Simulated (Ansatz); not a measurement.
# AsH (triplet): the correlation ladder, aug-cc-pVTZ

How much of the correlation energy of AsH (triplet) does each wave-function method recover here?

Computed with Ansatz 0.2.0, Gaussian basis. Level: aug-cc-pVTZ, core rule «outside noble gas», up to 14 orbitals frozen.

To be run: UHF; CCSD(T) on ROHF; CCSD(T) on UHF; BCCD(T) on ROHF; CCSDT(Q) on ROHF; CCSDT(Q) on UHF; CASSCF and MRCISD+Q, 6 electrons in 5 orbitals; CASSCF and MRCISD+Q(relaxed), 6 electrons in 5 orbitals; CASSCF and NEVPT2, 6 electrons in 5 orbitals.

13 further runs of the same task are left out: 5 that didn't finish, 8 set aside as unsound or not needed. Runs told in other sessions of the task aren't counted.

### 1 The system

The geometry is a PBE0/def2-TZVPD stationary point (not a proven minimum) of the parent state, kept for this charge and spin. No spin-orbit coupling is included. The filled d shell of As may be among the frozen orbitals whatever the setting's name suggests.

2 atoms, charge 0, spin multiplicity 3.

Atoms are counted from 1 here; the program's logs count them from 0.

Bond lengths: As1–H2 1.548 Å.

### 2 UHF

Input file in.yaml:

```yaml
crystal:
  periodic: [false, false, false]
  atoms:
    - {symbol: As, position_ang: [0.000000, 0.000000, 0.000000]}
    - {symbol: H, position_ang: [0.000000, 0.000000, 1.547800]}
basis:
  gaussian: {orbitals: aug-cc-pVTZ}
magnetization: {spin_polarized: true, initial_magnetization: 2}
hamiltonian: {xc: hf}
output: {orbitals: {seedname: orbitals}}
```

Command:

```console
> ansatz run in.yaml --threads 1 --pin off --events-out ev --progress --plain --max-ram 2393MiB
```

Further steps of the session: CCSD(T) on ROHF; CCSD(T) on UHF; BCCD(T) on ROHF; CCSDT(Q) on ROHF; CCSDT(Q) on UHF; CASSCF and MRCISD+Q, 6 electrons in 5 orbitals; CASSCF and MRCISD+Q(relaxed), 6 electrons in 5 orbitals; CASSCF and NEVPT2, 6 electrons in 5 orbitals.

Q: Predict the results of all the runs planned. Wanted: UCCSDT(Q) from the RHF energy; RMP2 from UCCSDT(Q); UMP2 from UCCSDT(Q); RCCSD from UCCSDT(Q); RCCSD(T) from UCCSDT(Q); UCCSD(T) from UCCSDT(Q); RCCSDT(Q) from UCCSDT(Q); NEVPT2 valence from UCCSDT(Q); MRCISD+Q valence from UCCSDT(Q).

The runs gave:

| quantity | value |
| --- | --- |
| UCCSDT(Q) from the ROHF energy | -3.5265 eV |
| RMP2 from UCCSDT(Q) | +15.57 kcal/mol |
| UMP2 from UCCSDT(Q) | +16.05 kcal/mol |
| RCCSD from UCCSDT(Q) | +3.36 kcal/mol |
| RCCSD(T) from UCCSDT(Q) | +0.76 kcal/mol |
| UCCSD(T) from UCCSDT(Q) | +0.55 kcal/mol |
| RCCSDT(Q) from UCCSDT(Q) | +0.22 kcal/mol |
| NEVPT2 valence from UCCSDT(Q) | +15.61 kcal/mol |
| MRCISD+Q valence from UCCSDT(Q) | +0.53 kcal/mol |
| MRCISD+Q(relaxed) valence from UCCSDT(Q) | +0.34 kcal/mol |
| levels within 1 kcal/mol (43 meV) | RCCSD(T), UCCSD(T), BCCD(T), RCCSDT, UCCSDT, RCCSDT(Q), MRCISD+Q valence, MRCISD+Q(relaxed) valence |
| T1 diagnostic | 0.020 |
| effectively unpaired electrons | 2.01 |

What this shows: RCCSD(T) misses by +0.76 kcal/mol, 0.9 % of the correlation energy. One determinant dominates. Of the multireference levels listed MRCISD+Q(relaxed) valence comes nearest in total energy (+0.34 kcal/mol), which doesn't show that its space is the better one. These misses are within one basis, not against nature; the frozen cores of restricted and unrestricted runs differ, which can shift their rows.
